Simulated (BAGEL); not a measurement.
**triplet GeSiH6: levels of theory compared**

Wanted: a comparison of 4 runs (UHF/3-21G, ROHF/6-31G*, UHF/6-31G*, ROHF/cc-pVDZ) of triplet GeSiH6. 

The calculation is run with BAGEL 1.2.2.

2 further runs of the same task are left out: 2 set aside as unsound or not needed.

### Step 1. The molecule

GeSiH6: 8 atoms, total charge 0, spin state triplet. SMILES of the parent species: `[SiH3][GeH3]`. The coordinates come from a PBE0-D4/def2-TZVP relaxation. That shape belongs to the parent species and isn't relaxed for this state.

Bond lengths: Si1–Ge2 2.378 Å, Si1–H3 1.487 Å, Si1–H4 1.487 Å, Si1–H5 1.487 Å, Ge2–H6 1.538 Å, Ge2–H7 1.538 Å, Ge2–H8 1.538 Å. Some angles: Si1–Ge2–H6 110.6°, Si1–Ge2–H7 110.6°, Si1–Ge2–H8 110.6°, Ge2–Si1–H3 110.1°, Ge2–Si1–H4 110.1°, Ge2–Si1–H5 110.1°, H6–Ge2–H7 108.3°, H6–Ge2–H8 108.3°, H7–Ge2–H8 108.3°, H3–Si1–H4 108.8°.

### Step 2. A single-point energy at UHF/3-21G (density fitting with qzvpp-jkfit) (run 1)

File hf.json:

```json
{ "bagel" : [

{
  "title" : "molecule",
  "basis" : "3-21g",
  "df_basis" : "qzvpp-jkfit",
  "angstrom" : "true",
  "geometry" : [
    { "atom" : "Si", "xyz" : [      -0.516700,       0.386500,      -1.010200 ] },
    { "atom" : "Ge", "xyz" : [       0.529700,      -0.393800,       0.977400 ] },
    { "atom" : "H", "xyz" : [      -1.894900,       0.857200,      -0.710900 ] },
    { "atom" : "H", "xyz" : [      -0.590800,      -0.708400,      -2.013300 ] },
    { "atom" : "H", "xyz" : [       0.260800,       1.514500,      -1.587400 ] },
    { "atom" : "H", "xyz" : [       0.619100,       0.733600,       2.019400 ] },
    { "atom" : "H", "xyz" : [       1.954300,      -0.890500,       0.679100 ] },
    { "atom" : "H", "xyz" : [      -0.269300,      -1.556200,       1.590100 ] }
  ]
},

{ "title" : "uhf", "nopen" : 2 },

{ "title" : "print", "file" : "orbitals.molden", "orbitals" : "true" }

]}
```

On the command line:

```bash
$ BAGEL_NUM_THREADS=1 BAGEL hf.json > hf.out
```

Output:

```text
* using 1 threads per process

  ===============================================================
  ===============================================================

  *** Geometry ***

  { "atom" : "Si", "xyz" : [     -0.976421,      0.730379,     -1.909001 ] },
  { "atom" : "Ge", "xyz" : [      1.000988,     -0.744174,      1.847018 ] },
  { "atom" : "H", "xyz" : [     -3.580842,      1.619873,     -1.343406 ] },
[... 4 lines of this table left out ...]
  { "atom" : "H", "xyz" : [     -0.508903,     -2.940792,      3.004854 ] },

  Number of auxiliary basis functions:      502

  Since a DF basis is specified, we compute 2- and 3-index integrals:
    o Being stored without compression. Storage requirement is 0.009 GB

  Number of basis functions:       47
  Number of electrons      :       52

    * METHOD: MOLECULE                             0.15

  *** Open-shell HF ***

  === Nuclear Repulsion ===
   172.8483541944

      * DIIS with orbital gradients will be used.

  === UHF iteration (3-21g) ===
      0      -2355.86599793          0.01512916           0.06
      1      -2355.90478692          0.00595608           0.06
      2      -2355.90877483          0.00163413           0.06
[... 13 lines of this table left out ...]
     16      -2355.91000144          0.00000001           0.06
    * SCF iteration converged.

    * S^2 (UHF) is 2.0096

    * Permanent dipole moment:
           (    0.066168,    -0.049513,     0.126372) a.u.

    * METHOD: UHF                                  1.19

    * METHOD: PRINT                                0.00

  ===============================================================
```

It took 1.5 s on 1 thread of Arm Neoverse V2, shared host; peak memory 0.082 GiB.

### Step 3. The energy at ROHF/6-31G(d) (density fitting with qzvpp-jkfit, spherical functions) (run 2)

File input.json:

```json
{ "bagel" : [

{
  "title" : "molecule",
  "basis" : "6-31gs.json",
  "df_basis" : "qzvpp-jkfit",
  "angstrom" : true,
  "geometry" : [
    { "atom" : "Si", "xyz" : [   -0.516700,    0.386500,   -1.010200 ] },
    { "atom" : "Ge", "xyz" : [    0.529700,   -0.393800,    0.977400 ] },
    { "atom" : "H", "xyz" : [   -1.894900,    0.857200,   -0.710900 ] },
    { "atom" : "H", "xyz" : [   -0.590800,   -0.708400,   -2.013300 ] },
    { "atom" : "H", "xyz" : [    0.260800,    1.514500,   -1.587400 ] },
    { "atom" : "H", "xyz" : [    0.619100,    0.733600,    2.019400 ] },
    { "atom" : "H", "xyz" : [    1.954300,   -0.890500,    0.679100 ] },
    { "atom" : "H", "xyz" : [   -0.269300,   -1.556200,    1.590100 ] }
  ]
},
{ "title" : "rohf", "nopen" : 2 },
{ "title" : "print", "file" : "orbitals.molden", "orbitals" : true }

]}
```

The basis set 6-31G* is read from a file made from the Basis Set Exchange's data (not shown).

On the command line:

```bash
$ BAGEL_NUM_THREADS=1 BAGEL input.json > input.out
```

Output:

```text
* using 1 threads per process

  ===============================================================
  ===============================================================

  *** Geometry ***

  { "atom" : "Si", "xyz" : [     -0.976421,      0.730379,     -1.909001 ] },
  { "atom" : "Ge", "xyz" : [      1.000988,     -0.744174,      1.847018 ] },
  { "atom" : "H", "xyz" : [     -3.580842,      1.619873,     -1.343406 ] },
[... 4 lines of this table left out ...]
  { "atom" : "H", "xyz" : [     -0.508903,     -2.940792,      3.004854 ] },

  Number of auxiliary basis functions:      502

  Since a DF basis is specified, we compute 2- and 3-index integrals:
    o Being stored without compression. Storage requirement is 0.015 GB

  Number of basis functions:       62
  Number of electrons      :       52

    * METHOD: MOLECULE                             0.20

  *** Open-shell HF ***

  === Nuclear Repulsion ===
   172.8483541944

      * DIIS with orbital gradients will be used.

  === ROHF iteration (6-31gs.json) ===
      0      -2367.14211327          0.01567689           0.09
      1      -2367.18657670          0.00667802           0.09
      2      -2367.19247577          0.00247640           0.09
[... 38 lines of this table left out ...]
     41      -2367.19435989          0.00000001           0.09
    * SCF iteration converged.

    * S^2 (ROHF) is 2.0000

    * Permanent dipole moment:
           (    0.122859,    -0.090343,     0.229441) a.u.

    * METHOD: ROHF                                 3.80

    * METHOD: PRINT                                0.01

  ===============================================================
```

Run time: 4.2 s. Hardware: 1 thread of Arm Neoverse V2, shared host; peak memory 0.1 GiB.

Run 3 isn't shown in full; the table further down has it.

### Step 4. The energy at ROHF/cc-pVDZ (density fitting with qzvpp-jkfit) (run 4)

File calc.json:

```json
{ "bagel" : [

{
  "title" : "molecule",
  "basis" : "cc-pvdz.json",
  "df_basis" : "qzvpp-jkfit",
  "angstrom" : true,
  "geometry" : [
    { "atom" : "Si", "xyz" : [      -0.516700,       0.386500,      -1.010200 ] },
    { "atom" : "Ge", "xyz" : [       0.529700,      -0.393800,       0.977400 ] },
    { "atom" : "H", "xyz" : [      -1.894900,       0.857200,      -0.710900 ] },
    { "atom" : "H", "xyz" : [      -0.590800,      -0.708400,      -2.013300 ] },
    { "atom" : "H", "xyz" : [       0.260800,       1.514500,      -1.587400 ] },
    { "atom" : "H", "xyz" : [       0.619100,       0.733600,       2.019400 ] },
    { "atom" : "H", "xyz" : [       1.954300,      -0.890500,       0.679100 ] },
    { "atom" : "H", "xyz" : [      -0.269300,      -1.556200,       1.590100 ] }
  ]
},

{ "title" : "rohf", "nopen" : 2 },

{ "title" : "print", "file" : "orbitals.molden", "orbitals" : true }

]}
```

The basis set cc-pVDZ is read from a file made from the Basis Set Exchange's data (not shown).

On the command line:

```bash
$ BAGEL_NUM_THREADS=1 BAGEL calc.json > calc.out
```

Output:

```text
* using 1 threads per process

  ===============================================================
  ===============================================================

  *** Geometry ***

  { "atom" : "Si", "xyz" : [     -0.976421,      0.730379,     -1.909001 ] },
  { "atom" : "Ge", "xyz" : [      1.000988,     -0.744174,      1.847018 ] },
  { "atom" : "H", "xyz" : [     -3.580842,      1.619873,     -1.343406 ] },
[... 4 lines of this table left out ...]
  { "atom" : "H", "xyz" : [     -0.508903,     -2.940792,      3.004854 ] },

  Number of auxiliary basis functions:      502

  Since a DF basis is specified, we compute 2- and 3-index integrals:
    o Being stored without compression. Storage requirement is 0.023 GB

  Number of basis functions:       75
  Number of electrons      :       52

    * METHOD: MOLECULE                             0.20

  *** Open-shell HF ***

  === Nuclear Repulsion ===
   172.8483541944

      * DIIS with orbital gradients will be used.

  === ROHF iteration (cc-pvdz.json) ===
      0      -2367.41224188          0.01525423           0.11
      1      -2367.46558653          0.00526399           0.11
      2      -2367.47210234          0.00197412           0.11
[... 20 lines of this table left out ...]
     23      -2367.47417228          0.00000001           0.11
    * SCF iteration converged.

    * S^2 (ROHF) is 2.0000

    * Permanent dipole moment:
           (   -0.041364,     0.030649,    -0.078425) a.u.

    * METHOD: ROHF                                 2.79

    * METHOD: PRINT                                0.01

  ===============================================================
```

Run time: 3.3 s. Hardware: 1 thread of Arm Neoverse V2, shared host; peak memory 0.11 GiB.

### Step 5. All runs side by side

| run | level | energy (Eh) | dipole moment (D) | ⟨S²⟩ | wall time |
| --- | --- | --- | --- | --- | --- |
| 1 | UHF/3-21G (density fitting with qzvpp-jkfit) | -2355.910001 | 0.38 | 2.010 | 1.5 s |
| 2 | ROHF/6-31G* (density fitting with qzvpp-jkfit, spherical functions) | -2367.194360 | 0.70 | 2.000 | 4.2 s |
| 3 | UHF/6-31G* (density fitting with qzvpp-jkfit, spherical functions) | -2367.197594 | 0.56 | 2.010 | 6 s |
| 4 | ROHF/cc-pVDZ (density fitting with qzvpp-jkfit) | -2367.474172 | 0.24 | 2.000 | 3.3 s |

### Step 6. Summary of results

```
            quantity           value
 run 4: total energy  -2367.47417 Eh
run 4: dipole moment          0.24 D
         run 4: ⟨S²⟩           2.000
```

The dipole moment (its size) runs from 0.24 D (ROHF/cc-pVDZ) to 0.70 D (ROHF/6-31G*). The two dipoles point in opposite directions. All runs together took 15 s, the longest 6 s.
